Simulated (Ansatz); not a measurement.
The system is NbRu3C.

```
Ru Nb C
1.0
     4.06514    0.00000    0.00000
     0.00000    4.06514    0.00000
     0.00000    0.00000    4.06514
Ru Nb C
3 1 1
Cartesian
  2.0326 2.0326 0.0000
  2.0326 0.0000 2.0326
  0.0000 2.0326 2.0326
  0.0000 0.0000 0.0000
  2.0326 2.0326 2.0326
```

The cell comes from a database or a generator and needn't be the stable form of this composition.

Below is the output of Ansatz 0.2.0 for this cell. Logs are shortened: lines on timing, memory, paths and dates and some standing lists are left out, and cuts for length are marked.

```text
Warning: RAYON_NUM_THREADS=2 ignored (pool sized by the plan → 2); use --threads N
Engine: ansatz 0.2.0, aarch64-unknown-linux-gnu
Pseudopotentials: kind: paw
Pseudopotential: Ru, paw, valence charge 16, recommended cutoff 420 eV (normal), Ru.paw.azcp
Pseudopotential: Nb, paw, valence charge 13, recommended cutoff 420 eV (normal), Nb.paw.azcp
Pseudopotential: C, paw, valence charge 4, recommended cutoff 420 eV (normal), C.paw.azcp
Functional definition: PBEsol
  exchange = pbesol_x
  correlation = pbesol_c
Crystal: 5 atoms, lattice volume = 67.178 Å³
Basis set: ecut = 420 eV, 1357 PW (Γ), exchange–correlation on 60×60×60 points (8 copies of the dense FFT grid, shifted against one another)
Bands: 39, of which v1, the nominal top of the filled ones, is band 33 counted from 1 (32 counted from 0)
Symmetry: 48 space group operations
Space group: Pm-3m (ITA 221), of the structure as read, at distance tolerance 4.1e-5 Å
k-points: 20 of 343
Non-local potential: Ru, projectors of the file, l = 0: 3, l = 1: 2, l = 2: 2, l = 3: 1
Non-local potential: Nb, projectors of the file, l = 0: 3, l = 1: 2, l = 2: 2, l = 3: 1
Non-local potential: C, projectors of the file, l = 0: 2, l = 1: 2, l = 2: 1
PAW form: soft (Blöchl's): semilocal exchange-correlation on the pseudo side does not see the compensation charge
PAW frozen core: Ru, regenerated for the run's functional, and the local potential with it (the file was generated under x = pbe(κ = 0.804, μ = 0.2195149727645171), c = pbe(β = 0.06672455060314922))
PAW frozen core: Nb, regenerated for the run's functional, and the local potential with it (the file was generated under x = pbe(κ = 0.804, μ = 0.2195149727645171), c = pbe(β = 0.06672455060314922))
[... 94 lines left out ...]
  Σ components = -22191.956804   (vs F -22191.956804, Δ=0.00e0)
--- Forces (eV/Å), atoms counted from 1 ---
  atom   1  Ru     0.00000000     0.00000000     0.00000000
  atom   2  Ru     0.00000000     0.00000000    -0.00000000
  atom   3  Ru     0.00000000     0.00000000     0.00000000
  atom   4  Nb    -0.00000000     0.00000000     0.00000000
  atom   5  C      0.00000000     0.00000000     0.00000000
  max |Σ_I F_I| component: 2.55e-29 eV/Å
--- Stress (GPa, compression-positive) ---
        4.966664      -0.000000      -0.000000
       -0.000000       4.966664      -0.000000
       -0.000000      -0.000000       4.966664
  P = ⅓ Tr σ = 4.9667 GPa (49.667 kbar)
--- Band table (eV; the first three rows and the last of 20) ---
  k-point 0: bands = ["-51.2958", "-51.1905", "-51.1905", "-33.8135", "-21.8047", "-21.8047", "-21.8047", "-21.0658", "-21.0658", "-21.0658", "-21.0608", "-21.0608", "-21.0608", "-9.8663", "-9.8663", "-9.8663", "6.9348", "14.7244", "15.9845", "15.9845", "15.9978", "15.9978", "15.9978", "18.6193", "18.6193", "18.6193", "19.2432", "19.2432", "19.2432", "20.5367", "20.5367", "22.7229", "22.7614", "22.7614", "22.7614", "24.0392", "24.0392", "25.2348", "25.2348"]
  k-point 1: bands = ["-51.2912", "-51.1951", "-51.1905", "-33.8137", "-21.7971", "-21.7971", "-21.7912", "-21.0755", "-21.0721", "-21.0721", "-21.0672", "-21.0621", "-21.0621", "-9.8776", "-9.8689", "-9.8689", "7.1067", "14.9495", "16.0636", "16.0636", "16.1037", "16.1457", "16.1832", "17.4376", "18.4462", "18.4462", "19.0556", "19.4695", "19.4695", "20.5616", "20.9899", "22.4889", "22.7621", "22.7889", "22.7889", "23.9013", "23.9739", "24.3275", "24.3275"]
  k-point 2: bands = ["-51.2787", "-51.2077", "-51.1904", "-33.8141", "-21.7793", "-21.7793", "-21.7584", "-21.1108", "-21.0906", "-21.0906", "-21.0702", "-21.0616", "-21.0616", "-9.9028", "-9.8748", "-9.8748", "7.5465", "15.3719", "15.9134", "16.2170", "16.2170", "16.3979", "16.5655", "16.7146", "18.2112", "18.2112", "18.5845", "19.8913", "19.8913", "20.5927", "20.7286", "21.8430", "22.7636", "22.8699", "22.8699", "22.9767", "22.9767", "23.4477", "23.6379"]
  k-point 19: bands = ["-51.2288", "-51.2236", "-51.2236", "-33.8114", "-22.1695", "-21.4925", "-21.4925", "-21.3060", "-21.3049", "-21.3049", "-20.9219", "-20.9219", "-20.9190", "-9.8896", "-9.8849", "-9.8849", "10.4519", "13.0715", "13.0715", "13.3113", "16.4679", "17.5200", "17.5778", "17.5778", "18.8014", "18.8014", "18.9996", "19.8112", "19.8112", "21.1594", "21.1594", "21.6680", "22.5100", "23.0565", "23.0812", "23.0812", "23.2816", "23.2816", "24.7731"]
--- Relaxed structure (4 steps of the walk, 4 accepted, 1 SCFs on fresh bases) ---
  F+E_penalty+E_count = -22191.95680356 eV   max|allowed force component| = 1.383e-29 eV/Å   (the final SCF, on the basis selected at the relaxed cell)
  cell:  # Å, volume = 63.4183 Å³
    - [3.9878451440815117, 1.1234591342258875e-33, -2.4074124304840452e-34]
    - [9.629649721936173e-35, 3.9878451440815117, 0.0]
    - [-4.975319023000358e-34, 0.0, 3.9878451440815117]
  atoms:
    - { symbol: Ru, position: [0.5, 0.5, 1.3879904901601283e-38] }
    - { symbol: Ru, position: [0.5, -6.014625456377691e-38, 0.5] }
    - { symbol: Ru, position: [4.426147451285364e-37, 0.5, 0.5] }
    - { symbol: Nb, position: [-8.219988123628573e-37, 6.323067787986636e-38, 1.38799049069853e-38] }
    - { symbol: C, position: [0.5, 0.5, 0.5] }
```

Write the input and the command behind it.

Relaxation of cell and atoms with PBEsol, no spin polarisation. The files as run (others can give the same):

input.yaml
```yaml
crystal:
  lattice:
    - [4.065138, 0.0, 0.0]
    - [0.0, 4.065138, 0.0]
    - [0.0, 0.0, 4.065138]
  atoms:
    - { symbol: Ru, position: [0.5, 0.5, 0.0] }
    - { symbol: Ru, position: [0.5, 0.0, 0.5] }
    - { symbol: Ru, position: [0.0, 0.5, 0.5] }
    - { symbol: Nb, position: [0.0, 0.0, 0.0] }
    - { symbol: C, position: [0.5, 0.5, 0.5] }
hamiltonian:
  xc: pbesol
  pseudopotentials: { kind: paw }
kpoints:
  mp_grid: { grid: [7, 7, 7] }
scf:
  occupations: { method: fermi_dirac, width: 0.05 }
output:
  forces: true
  stress: true
  eigenvalues: true
relax:
  f_tol: 0.01
  max_steps: 40
  cell: { stress_tol: 0.05, p_target: 5.0 }
```

Potentials or basis: Ansatz PAW.
Command:
```sh
$ ansatz run input.yaml --threads 2 --pin off --max-ram 5632MiB --backend cpu --events-out ev --progress --plain --runs-dir out
```

Caveat: the plane-wave basis is chosen anew once the cell has moved, so the energies of steps on either side of that aren't comparable; the PAW data sets come from PBE, with cores solved anew for the run's functional, which leaves a small shift of forces and pressure.
